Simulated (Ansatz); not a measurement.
# Al3C: the cost of one run

Program: Ansatz 0.2.0. Level of theory: DFT PBE, scalar-relativistic, plane waves, PAW. These are calculated values, not measurements.

29 further runs of the same task are left out: 29 set aside as unsound or not needed.

**1. The structure to begin with**

It takes space group P3m1 (No. 156, trigonal). The conventional cell has a = 2.857 Å, b = 2.857 Å, c = 21.602 Å, α = 90.00°, β = 90.00°, γ = 120.00°. Al (site symmetry 3m) is surrounded by 9 Al at 2.83 to 2.86 Å. Around Al (site symmetry 3m) lie 12 Al at 2.83 to 2.86 Å. Al (site symmetry 3m) is surrounded by 1 C at 1.38 Å. Around C (site symmetry 3m) lie 1 Al at 1.38 Å.

As a file:

```
CELL_PARAMETERS angstrom
2.85715 0.00000 0.00000
-1.42858 2.47437 0.00000
0.00000 0.00000 21.60164
ATOMIC_POSITIONS crystal
Al 0.66667 0.33333 0.18517
Al 0.33333 0.66667 0.29169
Al 0.00000 0.00000 0.39819
C 0.00000 0.00000 0.46208
```

This is the geometry of the first run shown, built on a cell relaxed beforehand with the same method.

**2. What is varied**

Atoms count from 1 in the order of the input.

C is moved along a line over the surface and along the normal, above a rigid substrate.

- position of C4 along the long diagonal of the hexagonal surface cell, from above Al3: 9 values from 0.00 to 4.40 Å, periodic
- height of C4 above the plane of Al3: 8 values from 0.63 to 3.73 Å

Nothing else is relaxed. Points are written as (first, second).

**3. The run at (0.00 Å, 1.38 Å)**

A dipole layer in the vacuum cancels the field that periodic copies would set up if the slab's two faces differ.

Contents of input.yaml:

```yaml
crystal:
  lattice:
    - [2.8571514048, 0.0, 0.0]
    - [-1.4285757024, 2.474365699, 0.0]
    - [0.0, 0.0, 21.6016424675]
  atoms:
    - { symbol: Al, position: [0.6666666667, 0.3333333333, 0.1851711047] }
    - { symbol: Al, position: [0.3333333333, 0.6666666667, 0.2916873739] }
    - { symbol: Al, position: [0.0, 0.0, 0.3981939096] }
    - { symbol: C, position: [0.0, 0.0, 0.4620779407], spin: 2.0 }
basis:
  ecutwfc: 420
kpoints:
  mp_grid: { grid: [9, 9, 1] }
hamiltonian:
  xc: pbe
scf:
  occupations: { method: gaussian, width: 0.1 }
output:
  forces: true
  eigenvalues: true
  populations: true
magnetization:
  spin_polarized: true
efield:
  axis: 3
  dipole_correction: true
  ramp_width: 0.04
```

Launch:

```
$ ansatz run input.yaml --threads 1 --pin off --max-ram 3072MiB --backend cpu --events-out ev --progress --plain --runs-dir out
```

**Question.** How long does this run take on 1 thread of Intel Xeon Platinum 8259CL at 2.50GHz (Skylake/Cascade Lake), shared host, and how much memory does it need?

About 9.4 s, with a peak of 0.41 GiB.
